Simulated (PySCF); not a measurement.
**Sn(vinyl)2(SiH3)2: geometry, NMR shifts and electronic excitations**

What NMR shifts and electronic excitations should Sn(vinyl)2(SiH3)2 (`C=[CH][Sn]([SiH3])([SiH3])[CH]=C`) show?

The runs use PySCF 2.14.0, with density-fitted response routines of our own; the level of theory stands in each step. All values are computed, except where a source is named. Atoms are numbered from 0 throughout.

## (1) The molecule as given

19 atoms, charge 0, multiplicity 1; geometry from: GFN2-xTB. The atoms were then displaced at random by about 0.03 Å, so the start is not that level's minimum.

Bonds of the start (Å): Sn0–C1 2.15, Sn0–C6 2.15, Sn0–Si11 2.65, Sn0–Si15 2.49, C1–C2 1.28, C1–H3 1.03, C2–H4 1.12, C2–H5 1.11, C6–C7 1.33, C6–H8 1.02, C7–H9 1.12, C7–H10 1.00, Si11–H12 1.52, Si11–H13 1.43, Si11–H14 1.48, Si15–H16 1.46, Si15–H17 1.47, Si15–H18 1.47.

## (2) Optimising the geometry at PBE0-D3(BJ)/def2-SVP

What the job is given:

```
{"job": {"xc": "PBE0", "basis": "def2-SVP", "d3": "d3bj", "grid": 1, "maxiter": 40, "shake": 0.03, "kind": "geom"}, "charge": 0, "multiplicity": 1}
Sn    -0.399760    -0.021730    -0.247080
C     -0.236270     0.005710     1.900440
C      0.606640    -0.733600     2.513520
H     -0.771700     0.654840     2.488780
H      1.340320    -1.395700     1.982290
H      0.752220    -0.709380     3.609260
C      1.624110     0.118270    -0.964530
C      2.684690     0.501270    -0.256600
H      1.755970    -0.113310    -1.947440
H      2.536070     0.742610     0.829040
H      3.612350     0.519150    -0.622020
Si    -1.520420     2.253160    -1.003290
H     -1.730590     2.255680    -2.507880
H     -0.790240     3.416720    -0.616850
H     -2.895850     2.366330    -0.476010
Si    -1.489890    -2.119340    -1.013440
H     -0.652840    -3.270300    -0.676550
H     -1.669880    -2.123010    -2.470310
H     -2.817690    -2.353920    -0.436720
```

On the command line:

```console
OMP_NUM_THREADS=1 python probes_run.py task.json out
```

One launch serves the whole session: the jobs run in the order shown.

The log of the run:

```text
step   0  E = -952.10638385  max force = 0.089205
step   1  E = -952.13396707  max force = 0.011509
step   2  E = -952.13424250  max force = 0.015138
step   3  E = -952.13609850  max force = 0.002431
step   4  E = -952.13622395  max force = 0.001283
step   5  E = -952.13633215  max force = 0.001464
step   6  E = -952.13637870  max force = 0.000882
step   7  E = -952.13641511  max force = 0.000617
step   8  E = -952.13642772  max force = 0.000359
optimisation converged
```

Wall time 9.8 min (1 thread of Intel Xeon at 2.50GHz, shared host); peak memory 0.78 GiB.

The steps of the relaxation:

```tsv
step	energy from step 0 (eV)	largest force component (eV/Å)
0	0.0000	4.5871
1	-0.7506	0.5918
2	-0.7581	0.7784
3	-0.8086	0.1250
4	-0.8120	0.0660
5	-0.8149	0.0753
6	-0.8162	0.0454
7	-0.8172	0.0317
8	-0.8175	0.0185
```

Close pairs (by a distance rule), those that changed most:

```tsv
bond	before (Å)	after (Å)	change (Å)
C7–H10	0.997	1.097	+0.100
Sn0–Si15	2.485	2.574	+0.089
C6–H8	1.018	1.098	+0.079
Sn0–Si11	2.646	2.573	-0.073
C1–H3	1.027	1.097	+0.071
Si11–H13	1.427	1.496	+0.069
C1–C2	1.278	1.336	+0.059
Si15–H16	1.462	1.496	+0.034
```

The next job starts from the end point, and lists it.

```tsv
at the end point	value
point group (found at 0.08 Å tolerance)	C1
rotational constants (GHz, main isotopes)	1.054, 0.922, 0.750
dipole moment (D)	0.89
```

## (3) NMR shieldings: PBE0/def2-TZVP+pcSseg-1

What the job is given:

```
{"job": {"kind": "nmr", "xc": "PBE0", "basis": {"default": "pcSseg-1", "Sn": "def2-TZVP"}}, "charge": 0, "multiplicity": 1}
Sn    -0.341495     0.086426    -0.239557
C     -0.217554     0.053408     1.903999
C      0.668879    -0.691657     2.571254
H     -0.919946     0.674048     2.474748
H      1.397172    -1.333788     2.062153
H      0.712390    -0.697611     3.667663
C      1.669502     0.124278    -0.987944
C      2.732581     0.402087    -0.228484
H      1.822383    -0.100375    -2.051462
H      2.643569     0.633644     0.839078
H      3.749229     0.412188    -0.641747
Si    -1.628902     2.178621    -1.005483
H     -1.767192     2.191766    -2.494806
H     -0.911834     3.422592    -0.584206
H     -2.999685     2.196554    -0.405188
Si    -1.492250    -2.060768    -1.071741
H     -0.689938    -3.264030    -0.687570
H     -1.632069    -2.043569    -2.561987
H     -2.857598    -2.190361    -0.474113
```

With the program's defaults for keys left out, this is: GIAO PBE0/pcSseg-1 Sn:def2-TZVP NMR shielding, scalar relativity only through core potentials, gas phase.

The log of the run:

```text
coarse grid: 71240 points
cycle   1  E = -950.1904349384  dE = -3.461e+01  |g| = 3.092e+00  |ddm| = 3.126e+01
cycle   2  E = -901.0200361088  dE =  4.917e+01  |g| = 1.065e+01  |ddm| = 4.779e+01
cycle   3  E = -952.3519077141  dE = -5.133e+01  |g| = 3.843e-01  |ddm| = 4.722e+01
cycle   4  E = -952.3310181811  dE =  2.089e-02  |g| = 4.732e-01  |ddm| = 9.162e-01
cycle   5  E = -952.3843610586  dE = -5.334e-02  |g| = 4.915e-02  |ddm| = 3.783e-01
cycle   6  E = -952.3849548971  dE = -5.938e-04  |g| = 1.563e-02  |ddm| = 6.766e-02
cycle   7  E = -952.3850115907  dE = -5.669e-05  |g| = 5.061e-03  |ddm| = 2.074e-02
cycle   8  E = -952.3850175981  dE = -6.007e-06  |g| = 1.443e-03  |ddm| = 5.893e-03
final grid: 147192 points
cycle   9  E = -952.3850111558  dE =  5.137e-07  |g| = 2.132e-03  |ddm| = 5.309e-03
cycle  10  E = -952.3850092555  dE =  1.900e-06  |g| = 3.464e-03  |ddm| = 6.115e-03
cycle  11  E = -952.3850123252  dE = -3.070e-06  |g| = 4.340e-04  |ddm| = 3.404e-03
cycle  12  E = -952.3850123731  dE = -4.784e-08  |g| = 3.405e-05  |ddm| = 4.791e-04
cycle  13  E = -952.3850123734  dE = -3.174e-10  |g| = 6.890e-06  |ddm| = 5.099e-05
converged SCF energy = -952.3850123734

GIAO shielding tensors (ppm)
atom      isotropic    diamagn.    paramagn.     s11        s22        s33       span
  0 Sn         nan         nan         nan        nan        nan        nan        nan
  1 C       41.085     259.411    -218.326    -76.398     33.547    166.106    242.504
  2 C       37.768     256.400    -218.632    -89.923     46.025    157.202    247.124
  3 H       24.673      31.758      -7.084     22.215     22.823     28.981      6.767
  4 H       25.116      33.766      -8.650     20.207     23.655     31.485     11.279
  5 H       24.528      28.364      -3.835     20.932     23.548     29.105      8.174
  6 C       39.977     259.102    -219.125    -78.700     32.821    165.809    244.509
  7 C       40.238     256.324    -216.086    -88.089     47.149    161.655    249.745
  8 H       24.644      31.623      -6.979     21.882     23.047     29.004      7.122
  9 H       24.951      33.687      -8.736     20.769     23.145     30.937     10.168
 10 H       24.644      28.214      -3.570     21.066     23.562     29.302      8.236
 11 Si     458.717     881.047    -422.329    448.825    456.858    470.469     21.645
 12 H       27.678      28.898      -1.220     23.735     25.577     33.724      9.989
 13 H       27.674      29.018      -1.343     23.751     25.393     33.879     10.129
 14 H       27.635      28.978      -1.344     23.845     25.312     33.748      9.903
 15 Si     457.321     881.185    -423.865    446.447    455.391    470.124     23.676
 16 H       27.719      29.328      -1.609     23.750     25.609     33.798     10.048
 17 H       27.665      29.092      -1.427     23.794     25.390     33.810     10.016
 18 H       27.717      28.977      -1.260     23.864     25.475     33.812      9.948
```

It took 3.5 min on 1 thread of Intel Xeon at 2.50GHz, shared host; peak memory 1.2 GiB.

The references, computed at this level on geometries of the same kind, shield at (ppm): ¹H TMS 31.27, ¹³C TMS 184.4, ²⁹Si TMS 352.0. Their shielding less the atom's gives the shift. The references are single molecules in the gas phase. Atoms listed in one row are averaged.

```tsv
atoms	environment	σ (ppm)	δ (ppm)
C2, C7	carbon bonded to C, 2 H	39.0	145.4
C1, C6	carbon bonded to C, Sn, H	40.5	143.9
H3, H8	hydrogen on a carbon bonded to C, Sn	24.66	6.61
H4, H5, H9, H10	hydrogen on a carbon bonded to C	24.81	6.46
H12, H13, H14, H16, H17, H18	hydrogen on a silicon bonded to Sn	27.68	3.59
Si11, Si15	silicon bonded to Sn, 3 H	458.0	-106.0
```

Atoms past Kr carry core potentials, so their printed shieldings have no meaning and are left out of the table.

Charges from the same density, by scheme (e):

```tsv
atoms	Mulliken	ESP fit
Sn0	0.31	0.29
C1, C6	-0.45	-0.21
C2, C7	-0.15	-0.39
Si11, Si15	0.26	0.11
```

Mayer bond orders: Sn0–C1 0.90, Sn0–C6 0.90, Sn0–Si11 0.88, Sn0–Si15 0.87, C1–C2 1.96, C6–C7 1.96.

With diffuse functions Mulliken charges and Mayer bond orders lose their meaning; the other schemes are steadier.

Orbitals, density, ELF and potential are computed afterwards from the orbital file.

Frontier orbitals at PBE0/def2-TZVP+pcSseg-1, with the share of their density that lies nearest to each atom:

```tsv
orbital	energy (eV)	lies on
HOMO	-7.12	Sn0 18 %; Si15 18 %; Si11 14 %
LUMO	-0.61	C1, C2 about 20 % each; Sn0 12 %; H3 7 %
```

ELF in a plane through or near 3 of the atoms.

Values, 10 rows by 14 columns:
```
0.00 0.00 0.00 0.00 0.00 0.00 0.00 0.00 0.00 0.00 0.00 0.00 0.00 0.00
0.00 0.00 0.00 0.00 0.00 0.00 0.00 0.00 0.00 0.01 0.00 0.00 0.00 0.00
0.00 0.00 0.00 0.00 0.01 0.01 0.00 0.00 0.15 0.21 0.17 0.36 0.04 0.00
0.00 0.00 0.00 0.66 0.85 0.14 0.07 0.05 0.29 0.28 0.98 1.00 0.68 0.00
0.00 0.00 0.01 0.92 0.97 0.04 0.26 0.22 0.36 0.84 0.54 0.63 0.09 0.00
0.00 0.00 0.00 0.17 0.29 0.03 0.20 0.75 0.43 0.39 0.04 0.00 0.00 0.00
0.00 0.00 0.02 0.98 0.99 0.07 0.08 0.45 0.86 0.53 0.19 0.01 0.00 0.00
0.00 0.00 0.00 0.01 0.05 0.00 0.01 0.13 0.42 1.00 1.00 0.44 0.00 0.00
0.00 0.00 0.00 0.00 0.00 0.00 0.01 0.04 0.09 0.87 0.95 0.12 0.00 0.00
0.00 0.00 0.00 0.00 0.00 0.00 0.00 0.00 0.00 0.00 0.00 0.00 0.00 0.00
```
The map spans 11.6 Å across and 11.2 Å up, centred on the molecule. Atoms in the plane (x, y in Å): Sn0 (0.4, 0.0), H12 (3.2, 2.0), H18 (2.2, -2.9).

On the surface of density 0.002 e/bohr³ the electrostatic potential runs, from the 1st to the 99th percentile, from -0.52 V near C7 to 0.90 V near H8.

## (4) TDDFT and polarisability: CAM-B3LYP/def2-SVPD

Same as in step 3 but for these lines:

```diff
@@ -1,2 +1,2 @@
-{"job": {"kind": "nmr", "xc": "PBE0", "basis": {"default": "pcSseg-1", "Sn": "def2-TZVP"}}, "charge": 0, "multiplicity": 1}
+{"job": {"kind": "uv", "xc": "CAM-B3LYP", "basis": "def2-SVPD", "ip": false, "nstates": 10}, "charge": 0, "multiplicity": 1}
 Sn    -0.341495     0.086426    -0.239557
```

With the program's defaults for keys left out, this is: TDDFT CAM-B3LYP/def2-SVPD, vertical, gas phase, core orbitals frozen in the response.

The log of the run:

```text
coarse grid: 71240 points
cycle   1  E = -950.0406797680  dE = -2.105e+01  |g| = 3.080e+00  |ddm| = 2.131e+01
cycle   2  E = -900.8152839482  dE =  4.923e+01  |g| = 1.090e+01  |ddm| = 3.497e+02
cycle   3  E = -952.3692750197  dE = -5.155e+01  |g| = 5.782e-01  |ddm| = 3.505e+02
cycle   4  E = -952.4061442541  dE = -3.687e-02  |g| = 4.411e-01  |ddm| = 3.592e+00
cycle   5  E = -952.4526301714  dE = -4.649e-02  |g| = 8.150e-02  |ddm| = 8.788e-01
cycle   6  E = -952.4544323489  dE = -1.802e-03  |g| = 1.508e-02  |ddm| = 2.052e-01
cycle   7  E = -952.4545166863  dE = -8.434e-05  |g| = 2.859e-03  |ddm| = 5.685e-02
cycle   8  E = -952.4545212309  dE = -4.545e-06  |g| = 1.506e-03  |ddm| = 1.556e-02
final grid: 147192 points
cycle   9  E = -952.4545063692  dE = -2.646e-07  |g| = 1.530e-03  |ddm| = 8.748e-03
cycle  10  E = -952.4545060228  dE =  3.463e-07  |g| = 1.969e-03  |ddm| = 5.396e-03
cycle  11  E = -952.4545070148  dE = -9.920e-07  |g| = 1.510e-04  |ddm| = 3.113e-03
cycle  12  E = -952.4545070219  dE = -7.147e-09  |g| = 3.397e-05  |ddm| = 2.984e-04
cycle  13  E = -952.4545070227  dE = -7.367e-10  |g| = 1.529e-05  |ddm| = 1.841e-04
converged SCF energy = -952.4545070227

Static polarisability (au): isotropic 156.352, principal 135.998 157.142 175.916

Singlet excitations
state   eV       nm        f      main configurations
  1   5.8672    211.3   0.03344   H->L 0.62, H-1->L+1 0.13
  2   5.9555    208.2   0.01605   H-2->L 0.42, H-1->L 0.25
  3   6.0893    203.6   0.06447   H->L+1 0.32, H-1->L+1 0.16, H->L 0.13
  4   6.1603    201.3   0.11496   H->L+1 0.38, H-1->L+1 0.14, H->L 0.13
  5   6.3785    194.4   0.15806   H->L+2 0.54, H->L+5 0.13, H->L+1 0.08
  6   6.5235    190.1   0.19391   H->L+4 0.43, H->L+3 0.16, H->L+1 0.13
  7   6.7040    184.9   0.12647   H-1->L 0.30, H->L+3 0.24, H->L+2 0.14
  8   6.7453    183.8   0.24767   H->L+5 0.62, H->L+4 0.15
  9   6.7640    183.3   0.20501   H-1->L 0.26, H->L+3 0.21, H->L+4 0.13
 10   6.9341    178.8   0.05490   H-1->L+1 0.29, H-1->L+2 0.18, H-2->L+1 0.17

Triplet excitations (Tamm-Dancoff, eV): 4.1912 4.2168 5.3403 5.4956
```

Run time: 5.3 min. Hardware: 1 thread of Intel Xeon at 2.50GHz, shared host; peak memory 1.6 GiB.

The orbitals next to the gap, with their largest atomic shares:

```tsv
orbital	eV	atoms
HOMO−3	-9.51	C6 22 %, C7 20 %, C1 17 %
HOMO−2	-9.33	C1 28 %, Sn0 17 %, C6 16 %
HOMO−1	-8.98	Sn0 21 %, C6 14 %, Si11 13 %
HOMO	-8.25	Sn0 20 %, Si15 19 %, Si11 15 %
LUMO	0.37	C1 20 %, C2 19 %, Sn0 16 %
LUMO+1	0.52	C7 23 %, C6 20 %, Si11 13 %
LUMO+2	0.82	Si15 21 %, Si11 17 %, Sn0 12 %
```

With each of the 10 states as a Gaussian band of 0.4 eV half-width at 1/e, the curve within the window shown has maxima at 186 nm (ε 36,000) L/(mol cm). Beyond the last state computed it falls off for lack of states. The curve at chosen wavelengths:

(nm, ε (L/mol/cm)): (171, 6894), (174, 13137), (176, 18258), (179, 26140), (181, 30637), (184, 35033), (186, 36099), (189, 35144), (191, 33235), (194, 29319), (197, 24968), (199, 22114), (202, 18102), (204, 15645), (207, 12308), (209, 10322), (212, 7716), (215, 5568), (217, 4389), (220, 2978), (222, 2252), (225, 1436), (227, 1043), (230, 627), (232, 439), (235, 250)

Leading natural transition orbitals of singlet state 8: the hole lies on Sn0 22 %; Si15 20 %; Si11 15 %; the particle on Sn0 17 %; H12 11 %; Si11 8 %.

Leading natural transition orbitals of singlet state 1: the hole lies on Sn0 20 %; Si15 18 %; Si11 14 %; the particle on Sn0 15 %; C1, C2, C6 about 10 % each.

Further results of this job:

```tsv
property	computed
dipole moment (D)	0.63
polarisability (Å³)	23.17
HOMO–LUMO gap (eV)	8.63
−ε(HOMO) (eV)	8.25
```

## (5) NMR shieldings: B3LYP/def2-TZVP+pcSseg-1

Same as in step 4 but for these lines:

```diff
@@ -1,2 +1,2 @@
-{"job": {"kind": "uv", "xc": "CAM-B3LYP", "basis": "def2-SVPD", "ip": false, "nstates": 10}, "charge": 0, "multiplicity": 1}
+{"job": {"kind": "nmr", "xc": "B3LYP", "basis": {"default": "pcSseg-1", "Sn": "def2-TZVP"}, "pop": false}, "charge": 0, "multiplicity": 1}
 Sn    -0.341495     0.086426    -0.239557
```

With the program's defaults for keys left out, this is: GIAO B3LYP/pcSseg-1 Sn:def2-TZVP NMR shielding, scalar relativity only through core potentials, gas phase.

The log of the run:

```text
coarse grid: 71240 points
cycle   1  E = -950.6678553206  dE = -3.446e+01  |g| = 3.159e+00  |ddm| = 3.119e+01
cycle   2  E = -898.3288689370  dE =  5.234e+01  |g| = 1.013e+01  |ddm| = 4.932e+01
cycle   3  E = -952.8444387234  dE = -5.452e+01  |g| = 6.960e-01  |ddm| = 4.880e+01
cycle   4  E = -952.9060218862  dE = -6.158e-02  |g| = 4.468e-01  |ddm| = 1.287e+00
cycle   5  E = -952.9518115370  dE = -4.579e-02  |g| = 1.355e-01  |ddm| = 4.323e-01
cycle   6  E = -952.9552183269  dE = -3.407e-03  |g| = 5.616e-02  |ddm| = 1.538e-01
cycle   7  E = -952.9560259092  dE = -8.076e-04  |g| = 1.358e-02  |ddm| = 5.391e-02
cycle   8  E = -952.9560714052  dE = -4.550e-05  |g| = 3.290e-03  |ddm| = 1.950e-02
cycle   9  E = -952.9560744511  dE = -3.046e-06  |g| = 1.179e-03  |ddm| = 5.824e-03
final grid: 147192 points
cycle  10  E = -952.9560732038  dE =  7.349e-07  |g| = 2.129e-03  |ddm| = 3.679e-03
cycle  11  E = -952.9560696414  dE =  3.562e-06  |g| = 4.287e-03  |ddm| = 5.082e-03
cycle  12  E = -952.9560743434  dE = -4.702e-06  |g| = 2.574e-04  |ddm| = 3.372e-03
cycle  13  E = -952.9560743574  dE = -1.407e-08  |g| = 2.020e-05  |ddm| = 2.824e-04
cycle  14  E = -952.9560743575  dE = -8.276e-11  |g| = 6.508e-06  |ddm| = 2.494e-05
converged SCF energy = -952.9560743575

GIAO shielding tensors (ppm)
atom      isotropic    diamagn.    paramagn.     s11        s22        s33       span
  0 Sn         nan         nan         nan        nan        nan        nan        nan
  1 C       34.198     259.665    -225.467    -84.294     27.378    159.509    243.803
  2 C       33.629     255.775    -222.146    -94.129     43.481    151.535    245.664
  3 H       24.873      31.940      -7.067     22.361     23.068     29.191      6.830
  4 H       25.358      34.219      -8.860     20.563     23.934     31.578     11.015
  5 H       24.771      28.379      -3.609     21.265     23.787     29.260      7.995
  6 C       32.993     259.329    -226.336    -86.931     26.546    159.365    246.296
  7 C       36.207     255.664    -219.457    -92.198     44.585    156.235    248.433
  8 H       24.837      31.798      -6.961     21.906     23.396     29.209      7.303
  9 H       25.183      34.109      -8.926     21.098     23.424     31.027      9.928
 10 H       24.887      28.211      -3.324     21.397     23.806     29.458      8.061
 11 Si     442.984     880.954    -437.970    431.335    440.122    457.496     26.161
 12 H       27.864      29.252      -1.388     24.064     25.814     33.715      9.651
 13 H       27.866      29.425      -1.559     24.090     25.633     33.875      9.786
 14 H       27.818      29.332      -1.514     24.162     25.555     33.738      9.576
 15 Si     441.491     881.119    -439.628    428.806    438.537    457.131     28.325
 16 H       27.911      29.784      -1.873     24.093     25.849     33.791      9.698
 17 H       27.847      29.458      -1.611     24.115     25.628     33.799      9.684
 18 H       27.902      29.358      -1.456     24.191     25.706     33.809      9.618
```

Wall time 2.3 min (1 thread of Intel Xeon at 2.50GHz, shared host); peak memory 1.2 GiB.

In short: δ C1 145.6, C2 144.3, Si11 -104.4, H3 6.53, H4 6.33 ppm (means over like atoms).

## (6) Comparing the runs: NMR shifts

Shifts (ppm), means over like atoms, with basis size and wall time:

```tsv
run	C2	C1	H3	H4	H12	Si11	functions	time
PBE0/def2-TZVP+pcSseg-1	145.4	143.9	6.61	6.46	3.59	-106.0	226	3.5 min
B3LYP/def2-TZVP+pcSseg-1	144.3	145.6	6.53	6.33	3.51	-104.4	226	2.3 min
```

## (7) Results

| quantity | value |
| --- | --- |
| point group | C1 |
| rotational constants (main isotopes) | 1.05, 0.92, 0.75 GHz |
| ¹³C shifts against TMS (PBE0/def2-TZVP+pcSseg-1, means over atoms taken as alike) | 145.4, 143.9 ppm |
| ¹H shifts against TMS (PBE0/def2-TZVP+pcSseg-1, means over atoms taken as alike) | 6.61, 6.46, 3.59 ppm |
| ²⁹Si shifts against TMS (PBE0/def2-TZVP+pcSseg-1, means over atoms taken as alike) | -106.0 ppm |
| surface potential, 1st and 99th percentile | -0.52 V and 0.90 V |
| lowest singlet (CAM-B3LYP/def2-SVPD) | 5.87 eV (211 nm), f = 0.033 |
| brightest single state of those computed | state 8, 6.75 eV, f = 0.248 |
| lowest triplet | 4.19 eV |
| range of the shift of C1 | 143.9 to 145.6 ppm |

What this shows: The start was shaken at random, so part of the energy gained undoes that. Relaxing lowered the energy by 0.818 eV in 8 steps; the close pair that moved most is C7–H10, from 0.997 to 1.097 Å. By nearest atom (PBE0/def2-TZVP+pcSseg-1), the HOMO sits on Sn0 18 %; Si15 18 % and the LUMO on C1, C2 about 20 % each; Sn0 12 %. The lowest singlet, at 5.87 eV, is HOMO→LUMO 0.62, HOMO−1→LUMO+1 0.13 and is weak; of the 10 states computed, the strongest absorption comes from states 8 to 9 together at 6.75 eV. The lowest triplet lies 1.68 eV below the lowest singlet (triplets in Tamm-Dancoff, singlets in full TDDFT). Spin-orbit coupling, left out, mixes singlets and triplets in elements this heavy. In ppm, C1 (with its like atoms) moves most: its shift spreads over 1.8 ppm, from 143.9 (PBE0/def2-TZVP+pcSseg-1) to 145.6 (B3LYP/def2-TZVP+pcSseg-1). Spin-orbit coupling is left out, which matters for shieldings and couplings at and beside the heavy atoms.
